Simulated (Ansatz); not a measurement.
# CH7AlOSi: two torsions

How does the energy of CH₇AlOSi, SMILES [CH3][AlH][SiH2]O change over two coordinates at once? A grid of runs gives the map.

Program: Ansatz 0.2.0. Level of theory: RKS PBE0-D4/def2-TZVP. These are calculated values, not measurements.

## (1) The system as given

SMILES `[CH3][AlH][SiH2]O`, 11 atoms, charge 0, spin multiplicity 1.

Atoms are counted from 1 here; the program's logs count them from 0.

Bond lengths: C1–Al2 1.970 Å, C1–H5 1.112 Å, C1–H6 1.109 Å, C1–H7 1.113 Å, Al2–Si3 2.465 Å, Al2–H8 1.608 Å, Si3–O4 1.699 Å, Si3–H9 1.523 Å, Si3–H10 1.522 Å, O4–H11 0.973 Å. Angles: Al2–C1–H5 110.5°, Al2–C1–H6 114.2°, Al2–C1–H7 110.2°, H5–C1–H6 107.9°, H5–C1–H7 105.8°, H6–C1–H7 107.7°, C1–Al2–Si3 120.7°, C1–Al2–H8 119.0°, Si3–Al2–H8 120.3°, Al2–Si3–O4 107.3°, Al2–Si3–H9 111.6°, Al2–Si3–H10 111.7°, O4–Si3–H9 111.3°, O4–Si3–H10 111.4°, H9–Si3–H10 103.8°, Si3–O4–H11 114.7°.

Coordinates:

```xyz
11
CH7AlOSi
C    -0.9795    2.0683   -0.0102
Al   -0.3285    0.4014   -0.8348
Si    0.7508   -1.3428    0.5326
O     1.1086   -2.6435   -0.5001
H    -0.5156    2.9531   -0.4996
H    -0.7883    2.1421    1.0796
H    -2.0757    2.1733   -0.1700
H    -0.5060    0.1959   -2.4195
H    -0.1411   -1.7813    1.6862
H     2.0039   -0.8213    1.2218
H     1.5366   -3.4022   -0.0656
```

This geometry comes from a loose relaxation at PBE in a small basis, which is not shown.

## (2) Geometry optimisation

Contents of input.yaml:

```yaml
crystal:
  periodic: [false, false, false]
  atoms:
    - { symbol: C, position_ang: [-0.979494, 2.068317, -0.010209] }
    - { symbol: Al, position_ang: [-0.32847, 0.4014, -0.834819] }
    - { symbol: Si, position_ang: [0.75084, -1.342844, 0.532625] }
    - { symbol: O, position_ang: [1.108619, -2.64349, -0.500062] }
    - { symbol: H, position_ang: [-0.515637, 2.953108, -0.499551] }
    - { symbol: H, position_ang: [-0.78827, 2.142051, 1.079616] }
    - { symbol: H, position_ang: [-2.075719, 2.173313, -0.16997] }
    - { symbol: H, position_ang: [-0.506, 0.1959, -2.41946] }
    - { symbol: H, position_ang: [-0.141069, -1.781349, 1.686219] }
    - { symbol: H, position_ang: [2.003924, -0.821289, 1.221844] }
    - { symbol: H, position_ang: [1.536576, -3.402218, -0.065633] }
basis:
  gaussian: { orbitals: def2-TZVP }
hamiltonian:
  xc: pbe0
  dispersion: d4
output:
  forces: true
relax:
  f_tol: 0.003
  max_steps: 120
```

Command:

```
> ansatz run input.yaml --threads 1 --pin off --max-ram 2560MiB --backend cpu --events-out ev --progress --plain --runs-dir out
```

Log, cut to the lines that bear on the results:

```text
Warning: RAYON_NUM_THREADS=1 ignored (pool sized by the plan → 1); use --threads N
[...]
Functional definition: PBE0
[...]
1186 factors; their error is unknown
[...]
mean field -17665.19163369 eV, -649.1838186413 hartree, gradient 4.1e-5 eV, S^2 0.000000; 0 other end points of the search recorded, 0 dependent functions left out
[...]
reference -17665.19167153 eV, -649.1838200317 hartree; 24, 24 occupied and 154, 154 virtual orbitals, 1186 factors
relax step   1: F+E_penalty+E_count = -17665.35232395 eV  Δ(F+E_penalty+E_count) = +0.000e0 eV  max|allowed force component| = 9.984e-1 eV/Å  Δτ_max = 0.0000 Å  (26 SCF iters, accepted)
[...]
relax step   3: F+E_penalty+E_count = -17665.40188796 eV  Δ(F+E_penalty+E_count) = -9.129e-3 eV  max|allowed force component| = 2.722e-1 eV/Å  Δτ_max = 0.0406 Å  (31 SCF iters, accepted)
[...]
relax step   5: F+E_penalty+E_count = -17665.40539732 eV  Δ(F+E_penalty+E_count) = -1.964e-3 eV  max|allowed force component| = 7.680e-2 eV/Å  Δτ_max = 0.0086 Å  (32 SCF iters, accepted)
[...]
relax step   7: F+E_penalty+E_count = -17665.40581335 eV  Δ(F+E_penalty+E_count) = -2.489e-4 eV  max|allowed force component| = 8.855e-3 eV/Å  Δτ_max = 0.0052 Å  (24 SCF iters, accepted)
[...]
relax step   9: F+E_penalty+E_count = -17665.40584572 eV  Δ(F+E_penalty+E_count) = -1.204e-5 eV  max|allowed force component| = 3.161e-3 eV/Å  Δτ_max = 0.0056 Å  (32 SCF iters, accepted)
[...]
relax step  10: F+E_penalty+E_count = -17665.40584974 eV  Δ(F+E_penalty+E_count) = -4.013e-6 eV  max|allowed force component| = 2.579e-3 eV/Å  Δτ_max = 0.0033 Å  (24 SCF iters, accepted)
1186 factors; their error is unknown
mean field -17665.24454977 eV, -649.1857632713 hartree, gradient 1.1e-5 eV, S^2 0.000000; 1 other end points of the search recorded, 0 dependent functions left out
[...]
reference -17665.24458729 eV, -649.1857646501 hartree; 24, 24 occupied and 154, 154 virtual orbitals, 1186 factors
Total energy: -17665.40588725 eV, -649.1916923144 hartree
Atom 0 at    -0.967153     2.053371    -0.006606 Å, force    -0.000287     0.000168    -0.001348 eV/Å
Atom 1 at    -0.340092     0.408721    -0.856805 Å, force    -0.000178    -0.001286     0.001571 eV/Å
Atom 2 at     0.736151    -1.336625     0.508616 Å, force    -0.000544     0.002579    -0.002443 eV/Å
Atom 3 at     1.124771    -2.638013    -0.449261 Å, force     0.000078     0.000425    -0.000074 eV/Å
Atom 4 at    -0.505906     2.928370    -0.477683 Å, force     0.000273    -0.000071     0.000445 eV/Å
Atom 5 at    -0.764058     2.101199     1.065333 Å, force    -0.000097     0.000662     0.000280 eV/Å
Atom 6 at    -2.048130     2.164451    -0.148795 Å, force     0.000522    -0.000112     0.000304 eV/Å
Atom 7 at    -0.536707     0.223248    -2.425533 Å, force    -0.000407    -0.000312    -0.000752 eV/Å
Atom 8 at    -0.150482    -1.770954     1.637998 Å, force     0.001114    -0.000569     0.000163 eV/Å
Atom 9 at     1.963868    -0.811153     1.192317 Å, force    -0.000551    -0.001596     0.001457 eV/Å
Atom 10 at     1.553039    -3.379714    -0.018981 Å, force     0.000078     0.000113     0.000398 eV/Å
Dipole moment:     0.024855     0.026570     0.196722 e Å
```

It took 98 s on 1 thread of Arm Neoverse V1, shared host; peak memory 0.38 GiB.

Along the way:

```csv
step,energy from step 1 (eV),largest force component (eV/Å)
1,0.0000,0.9984
2,-0.0404,0.5754
3,-0.0496,0.2722
4,-0.0511,0.2066
5,-0.0531,0.0768
6,-0.0532,0.0501
7,-0.0535,0.0089
8,-0.0535,0.0037
9,-0.0535,0.0032
10,-0.0535,0.0026
```

Close pairs (by a distance rule), those that changed most:

| bond | before (Å) | after (Å) | change (Å) |
| --- | --- | --- | --- |
| Si3–O4 | 1.699 | 1.662 | -0.037 |
| Si3–H9 | 1.523 | 1.500 | -0.023 |
| Si3–H10 | 1.522 | 1.500 | -0.022 |
| C1–H6 | 1.109 | 1.092 | -0.017 |
| C1–H5 | 1.112 | 1.096 | -0.017 |
| C1–H7 | 1.113 | 1.096 | -0.017 |
| Al2–H8 | 1.608 | 1.592 | -0.016 |
| C1–Al2 | 1.970 | 1.955 | -0.016 |

## (3) Setting up the map

The axes are (1) dihedral C1–Al2–Si3–O4: 8 values from −180 to 135 °, periodic; (2) dihedral Al2–Si3–O4–H11: 8 values from −180 to 135 °, periodic.

Nothing else is relaxed (all other coordinates rigid). Energies count from the relaxed molecule at the same level. Points are written as (first, second).

Below, 3 of the grid's runs; all are launched alike.

## (4) The run at (−180°, −45°)

Contents of input.yaml:

```yaml
crystal:
  periodic: [false, false, false]
  atoms:
    - { symbol: C, position_ang: [-0.967153, 2.053371, -0.006606] }
    - { symbol: Al, position_ang: [-0.340092, 0.408721, -0.856805] }
    - { symbol: Si, position_ang: [0.736151, -1.336625, 0.508616] }
    - { symbol: O, position_ang: [1.1693, -2.617359, -0.457958] }
    - { symbol: H, position_ang: [-0.505906, 2.92837, -0.477683] }
    - { symbol: H, position_ang: [-0.764058, 2.101199, 1.065333] }
    - { symbol: H, position_ang: [-2.04813, 2.164451, -0.148795] }
    - { symbol: H, position_ang: [-0.536707, 0.223248, -2.425533] }
    - { symbol: H, position_ang: [-0.167734, -1.802307, 1.61152] }
    - { symbol: H, position_ang: [1.938654, -0.799452, 1.227149] }
    - { symbol: H, position_ang: [0.518972, -2.918933, -1.094198] }
basis:
  gaussian: { orbitals: def2-TZVP }
hamiltonian:
  xc: pbe0
  dispersion: d4
output:
  forces: true
```

Command:

```
> ansatz run input.yaml --threads 1 --pin off --max-ram 2560MiB --backend cpu --events-out ev --progress --plain --runs-dir out
```

Log, cut to the lines that bear on the results:

```text
Warning: RAYON_NUM_THREADS=1 ignored (pool sized by the plan → 1); use --threads N
[...]
[... 1 set-up line as earlier in the session ...]
[...]
1186 factors; their error is unknown
[...]
mean field -17665.18166948 eV, -649.1834524633 hartree, gradient 8.1e-6 eV, S^2 0.000000; 0 other end points of the search recorded, 0 dependent functions left out
[...]
reference -17665.18170712 eV, -649.1834538465 hartree; 24, 24 occupied and 154, 154 virtual orbitals, 1186 factors
Total energy: -17665.34395910 eV, -649.1894164968 hartree
Atom 0 at    -0.967153     2.053371    -0.006606 Å, force    -0.026682     0.038492    -0.070768 eV/Å
Atom 1 at    -0.340092     0.408721    -0.856805 Å, force    -0.007595     0.178138     0.219552 eV/Å
Atom 2 at     0.736151    -1.336625     0.508616 Å, force    -0.271448     0.089855    -0.067998 eV/Å
Atom 3 at     1.169300    -2.617359    -0.457958 Å, force     0.257029    -0.143433     0.137086 eV/Å
Atom 4 at    -0.505906     2.928370    -0.477683 Å, force    -0.008984     0.017270     0.006576 eV/Å
Atom 5 at    -0.764058     2.101199     1.065333 Å, force     0.007656    -0.018571    -0.007591 eV/Å
Atom 6 at    -2.048130     2.164451    -0.148795 Å, force    -0.007137     0.016894     0.004278 eV/Å
Atom 7 at    -0.536707     0.223248    -2.425533 Å, force    -0.012891    -0.051440    -0.050448 eV/Å
Atom 8 at    -0.167734    -1.802307     1.611520 Å, force     0.005500     0.010435    -0.013429 eV/Å
Atom 9 at     1.938654    -0.799452     1.227149 Å, force     0.005384    -0.217773    -0.210625 eV/Å
Atom 10 at     0.518972    -2.918933    -1.094198 Å, force     0.059168     0.080132     0.053368 eV/Å
Dipole moment:    -0.275345     0.145725    -0.107385 e Å
```

Wall time 8.4 s (1 thread of Arm Neoverse V1, shared host); peak memory 0.36 GiB.

On the map this point reads 62 meV.

## (5) Point (−45°, −45°)

Contents of input.yaml:

```yaml
crystal:
  periodic: [false, false, false]
  atoms:
    - { symbol: C, position_ang: [-0.967153, 2.053371, -0.006606] }
    - { symbol: Al, position_ang: [-0.340092, 0.408721, -0.856805] }
    - { symbol: Si, position_ang: [0.736151, -1.336625, 0.508616] }
    - { symbol: O, position_ang: [1.834328, -0.641005, 1.544127] }
    - { symbol: H, position_ang: [-0.505906, 2.92837, -0.477683] }
    - { symbol: H, position_ang: [-0.764058, 2.101199, 1.065333] }
    - { symbol: H, position_ang: [-2.04813, 2.164451, -0.148795] }
    - { symbol: H, position_ang: [-0.536707, 0.223248, -2.425533] }
    - { symbol: H, position_ang: [1.412732, -2.363056, -0.351] }
    - { symbol: H, position_ang: [-0.279663, -2.123897, 1.282686] }
    - { symbol: H, position_ang: [2.415571, 0.025617, 1.174741] }
basis:
  gaussian: { orbitals: def2-TZVP }
hamiltonian:
  xc: pbe0
  dispersion: d4
output:
  forces: true
```

Command:

```
> ansatz run input.yaml --threads 1 --pin off --max-ram 2560MiB --backend cpu --events-out ev --progress --plain --runs-dir out
```

Log, cut to the lines that bear on the results:

```text
Warning: RAYON_NUM_THREADS=1 ignored (pool sized by the plan → 1); use --threads N
[...]
[... 1 set-up line as earlier in the session ...]
[...]
1186 factors; their error is unknown
[...]
mean field -17665.13832428 eV, -649.1818595565 hartree, gradient 6.8e-5 eV, S^2 0.000000; 0 other end points of the search recorded, 0 dependent functions left out
[...]
reference -17665.13836181 eV, -649.1818609357 hartree; 24, 24 occupied and 154, 154 virtual orbitals, 1186 factors
Total energy: -17665.30287747 eV, -649.1879067746 hartree
Atom 0 at    -0.967153     2.053371    -0.006606 Å, force     0.033178     0.047697    -0.030752 eV/Å
Atom 1 at    -0.340092     0.408721    -0.856805 Å, force    -0.156560     0.009956     0.018821 eV/Å
Atom 2 at     0.736151    -1.336625     0.508616 Å, force    -0.029611    -0.125780    -0.448346 eV/Å
Atom 3 at     1.834328    -0.641005     1.544127 Å, force     0.016853    -0.074691     0.269524 eV/Å
Atom 4 at    -0.505906     2.928370    -0.477683 Å, force    -0.017339     0.027152     0.001920 eV/Å
Atom 5 at    -0.764058     2.101199     1.065333 Å, force     0.007769    -0.020300    -0.004731 eV/Å
Atom 6 at    -2.048130     2.164451    -0.148795 Å, force    -0.000336     0.001567    -0.009718 eV/Å
Atom 7 at    -0.536707     0.223248    -2.425533 Å, force    -0.017361     0.012667    -0.046315 eV/Å
Atom 8 at     1.412732    -2.363056    -0.351000 Å, force     0.024474     0.025317     0.067200 eV/Å
Atom 9 at    -0.279663    -2.123897     1.282686 Å, force     0.212346     0.184834     0.144503 eV/Å
Atom 10 at     2.415571     0.025617     1.174741 Å, force    -0.073413    -0.088418     0.037892 eV/Å
Dipole moment:     0.032130     0.313981    -0.125472 e Å
```

It took 8.1 s on 1 thread of Arm Neoverse V1, shared host; peak memory 0.37 GiB.

On the map this point reads 103 meV.

## (6) Point (0°, −180°)

Contents of input.yaml:

```yaml
crystal:
  periodic: [false, false, false]
  atoms:
    - { symbol: C, position_ang: [-0.967153, 2.053371, -0.006606] }
    - { symbol: Al, position_ang: [-0.340092, 0.408721, -0.856805] }
    - { symbol: Si, position_ang: [0.736151, -1.336625, 0.508616] }
    - { symbol: O, position_ang: [0.79306, -0.850622, 2.096925] }
    - { symbol: H, position_ang: [-0.505906, 2.92837, -0.477683] }
    - { symbol: H, position_ang: [-0.764058, 2.101199, 1.065333] }
    - { symbol: H, position_ang: [-2.04813, 2.164451, -0.148795] }
    - { symbol: H, position_ang: [-0.536707, 0.223248, -2.425533] }
    - { symbol: H, position_ang: [2.117393, -1.645076, 0.011333] }
    - { symbol: H, position_ang: [0.008106, -2.64323, 0.392026] }
    - { symbol: H, position_ang: [1.194252, -1.457267, 2.721186] }
basis:
  gaussian: { orbitals: def2-TZVP }
hamiltonian:
  xc: pbe0
  dispersion: d4
output:
  forces: true
```

Command:

```
> ansatz run input.yaml --threads 1 --pin off --max-ram 2560MiB --backend cpu --events-out ev --progress --plain --runs-dir out
```

Log, cut to the lines that bear on the results:

```text
Warning: RAYON_NUM_THREADS=1 ignored (pool sized by the plan → 1); use --threads N
[...]
[... 1 set-up line as earlier in the session ...]
[...]
1186 factors; their error is unknown
[...]
mean field -17665.25151834 eV, -649.1860193616 hartree, gradient 1.2e-5 eV, S^2 0.000000; 0 other end points of the search recorded, 0 dependent functions left out
[...]
reference -17665.25155606 eV, -649.1860207478 hartree; 24, 24 occupied and 154, 154 virtual orbitals, 1186 factors
Total energy: -17665.41578504 eV, -649.1920560513 hartree
Atom 0 at    -0.967153     2.053371    -0.006606 Å, force    -0.019499     0.022245    -0.035834 eV/Å
Atom 1 at    -0.340092     0.408721    -0.856805 Å, force    -0.022405     0.141279     0.199938 eV/Å
Atom 2 at     0.736151    -1.336625     0.508616 Å, force     0.027606    -0.130860    -0.155361 eV/Å
Atom 3 at     0.793060    -0.850622     2.096925 Å, force    -0.029133     0.061116    -0.003589 eV/Å
Atom 4 at    -0.505906     2.928370    -0.477683 Å, force    -0.007782     0.010797    -0.010500 eV/Å
Atom 5 at    -0.764058     2.101199     1.065333 Å, force     0.020386    -0.050992    -0.017729 eV/Å
Atom 6 at    -2.048130     2.164451    -0.148795 Å, force    -0.006693     0.011733    -0.009476 eV/Å
Atom 7 at    -0.536707     0.223248    -2.425533 Å, force     0.024396    -0.060391    -0.012169 eV/Å
Atom 8 at     2.117393    -1.645076     0.011333 Å, force     0.005029    -0.002682     0.027306 eV/Å
Atom 9 at     0.008106    -2.643230     0.392026 Å, force     0.009932    -0.001479     0.028977 eV/Å
Atom 10 at     1.194252    -1.457267     2.721186 Å, force    -0.001838    -0.000766    -0.011564 eV/Å
Dipole moment:     0.037798    -0.036923     0.113848 e Å
```

Wall time 8.8 s (1 thread of Arm Neoverse V1, shared host); peak memory 0.37 GiB.

That is −10 meV from the zero.

## (7) All points together

64 points were computed. Energies in meV, from the relaxed molecule at the same level:

| dihedral Al2–Si3–O4–H11 (°) ↓, dihedral C1–Al2–Si3–O4 (°) → | −180 | −135 | −90 | −45 | 0 | 45 | 90 | 135 |
| --- | --- | --- | --- | --- | --- | --- | --- | --- |
| 135 | 39 | 58 | 69 | 44 | 26 | 51 | 66 | 47 |
| 90 | 77 | 104 | 107 | 76 | 63 | 94 | 102 | 77 |
| 45 | 62 | 111 | 125 | 78 | 58 | 104 | 121 | 74 |
| 0 | 47 | 96 | 142 | 95 | 52 | 96 | 143 | 95 |
| −45 | 62 | 74 | 121 | 103 | 58 | 78 | 126 | 111 |
| −90 | 77 | 77 | 102 | 93 | 63 | 77 | 107 | 104 |
| −135 | 39 | 48 | 66 | 51 | 26 | 45 | 69 | 58 |
| −180 | 0 | 17 | 35 | 13 | −10 | 14 | 35 | 17 |

On the same grid, dipole moment (D):

| dihedral Al2–Si3–O4–H11 (°) ↓, dihedral C1–Al2–Si3–O4 (°) → | −180 | −135 | −90 | −45 | 0 | 45 | 90 | 135 |
| --- | --- | --- | --- | --- | --- | --- | --- | --- |
| 135 | 1.19 | 1.46 | 1.54 | 1.41 | 1.10 | 0.68 | 0.46 | 0.79 |
| 90 | 1.37 | 1.71 | 1.88 | 1.80 | 1.52 | 1.14 | 0.87 | 0.99 |
| 45 | 1.58 | 1.79 | 1.99 | 2.02 | 1.86 | 1.63 | 1.45 | 1.43 |
| 0 | 1.79 | 1.81 | 1.92 | 2.06 | 2.12 | 2.06 | 1.93 | 1.81 |
| −45 | 1.58 | 1.44 | 1.45 | 1.63 | 1.86 | 2.03 | 1.99 | 1.79 |
| −90 | 1.38 | 1.00 | 0.87 | 1.14 | 1.52 | 1.80 | 1.88 | 1.72 |
| −135 | 1.20 | 0.79 | 0.46 | 0.68 | 1.10 | 1.41 | 1.54 | 1.46 |
| −180 | 0.96 | 0.90 | 0.77 | 0.65 | 0.60 | 0.65 | 0.77 | 0.90 |

The largest force on an atom (eV/Å) at each point:

| dihedral Al2–Si3–O4–H11 (°) ↓, dihedral C1–Al2–Si3–O4 (°) → | −180 | −135 | −90 | −45 | 0 | 45 | 90 | 135 |
| --- | --- | --- | --- | --- | --- | --- | --- | --- |
| 135 | 0.16 | 0.21 | 0.38 | 0.36 | 0.28 | 0.33 | 0.33 | 0.16 |
| 90 | 0.27 | 0.29 | 0.44 | 0.41 | 0.37 | 0.46 | 0.48 | 0.32 |
| 45 | 0.33 | 0.30 | 0.40 | 0.39 | 0.37 | 0.47 | 0.48 | 0.34 |
| 0 | 0.33 | 0.30 | 0.35 | 0.35 | 0.27 | 0.35 | 0.35 | 0.31 |
| −45 | 0.32 | 0.34 | 0.48 | 0.47 | 0.37 | 0.38 | 0.39 | 0.31 |
| −90 | 0.27 | 0.32 | 0.48 | 0.45 | 0.37 | 0.41 | 0.44 | 0.29 |
| −135 | 0.16 | 0.17 | 0.33 | 0.33 | 0.28 | 0.36 | 0.38 | 0.20 |
| −180 | 0.00 | 0.10 | 0.28 | 0.28 | 0.25 | 0.28 | 0.28 | 0.10 |

Energy (meV) at eleven even steps along the easiest path on the interpolated surface, from (0°, −180°): −10, −6, 6, 17, 29, 35, 32, 23, 14, 4, 0.

## (8) Summary of results

```
                       quantity                                                                   value
                   lowest point                                                    (0°, −180°), −10 meV
         highest computed point                                     (90°, 0°), 153 meV above the lowest
              dipole moment (D)       0.46 at (90°, 135°) to 2.12 at (0°, 0°); 0.60 at the lowest point
largest force on an atom (eV/Å)  0.00 at (−180°, −180°) to 0.48 at (90°, 45°); 0.25 at the lowest point
        time for the whole task                                         12 min on 1 thread, shared host
```

What this shows: The lowest computed point is at (0°, −180°), −10 meV from the relaxed molecule at the same level. There are further wells near (−180°, −180°) (10 meV above the lowest at that grid point); (−180°, 0°) (57 meV above the lowest at that grid point); (0°, 0°) (62 meV above the lowest at that grid point). The highest computed point, (90°, 0°), lies 153 meV above the lowest. On the interpolated surface the easiest way out of the lowest well to the well at (−180°, −180°) passes a barrier of about 45 meV. Round the minimum the two coordinates are nearly uncoupled.
